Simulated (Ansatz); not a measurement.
# ScTeI4: the cost of one run

Program: Ansatz 0.2.0. Level of theory: DFT PBE, scalar-relativistic, plane waves, PAW. These are calculated values, not measurements.

### 1 Starting point

It takes space group P-6m2 (No. 187, hexagonal). Conventional cell: a = 6.651 Å, b = 6.651 Å, c = 6.337 Å, α = 90.00°, β = 90.00°, γ = 120.00°. Sc (site symmetry -6m2) is surrounded by 3 I at 2.14 Å. Te (site symmetry -6m2) is surrounded by 2 Sc at 3.17 Å. Around I (site symmetry -6m2) lie 6 I at 3.59 Å and 3 Te at 3.84 Å. I (site symmetry mm2) is surrounded by 1 Sc at 2.14 Å.

Structure file:

```cif
data_structure
_symmetry_space_group_name_H-M 'P 1'
_symmetry_Int_Tables_number 1
_cell_length_a 6.6506
_cell_length_b 6.6506
_cell_length_c 6.3370
_cell_angle_alpha 90.000
_cell_angle_beta 90.000
_cell_angle_gamma 120.000
_cell_volume 242.74
loop_
_atom_site_label
_atom_site_type_symbol
_atom_site_fract_x
_atom_site_fract_y
_atom_site_fract_z
_atom_site_occupancy
Sc1 Sc 0.33333 0.66667 0.00000 1
Te1 Te 0.33333 0.66667 0.50000 1
I1 I 0.66667 0.33333 0.50000 1
I2 I 0.51941 0.48059 0.00000 1
I3 I 0.51941 0.03882 0.00000 1
I4 I 0.96118 0.48059 0.00000 1
```

The cell is invented: random cell by space group and Wyckoff sites (P-6m2, No. 187). Its size is a rough estimate.

### 2 Probe: one point on a coarse mesh

Input file input.yaml:

```yaml
crystal:
  lattice:
    - [6.65064454, 0.0, 0.0]
    - [-3.32532227, 5.75962712, 0.0]
    - [0.0, 0.0, 6.33700387]
  atoms:
    - { symbol: Sc, position: [0.33333333, 0.66666667, 0.0] }
    - { symbol: Te, position: [0.33333333, 0.66666667, 0.5] }
    - { symbol: I, position: [0.66666667, 0.33333333, 0.5] }
    - { symbol: I, position: [0.51941184, 0.48058816, 0.0] }
    - { symbol: I, position: [0.51941184, 0.03882369, 0.0] }
    - { symbol: I, position: [0.96117631, 0.48058816, 0.0] }
basis:
  ecutwfc: 420
kpoints:
  mp_grid: { grid: [3, 3, 4] }
hamiltonian:
  xc: pbe
scf:
  occupations: { method: gaussian, width: 0.1 }
  lower_state_search: "off"
output:
  forces: true
  stress: true
  eigenvalues: true
```

Run with:

```sh
$ ansatz run input.yaml --threads 1 --pin off --max-ram 2560MiB --backend cpu --events-out ev --progress --plain --runs-dir out
```

What time and memory should one allow on 1 thread of AMD EPYC 9R45 (Zen 5), shared host?

About 5.3 s, with a peak of 0.53 GiB.
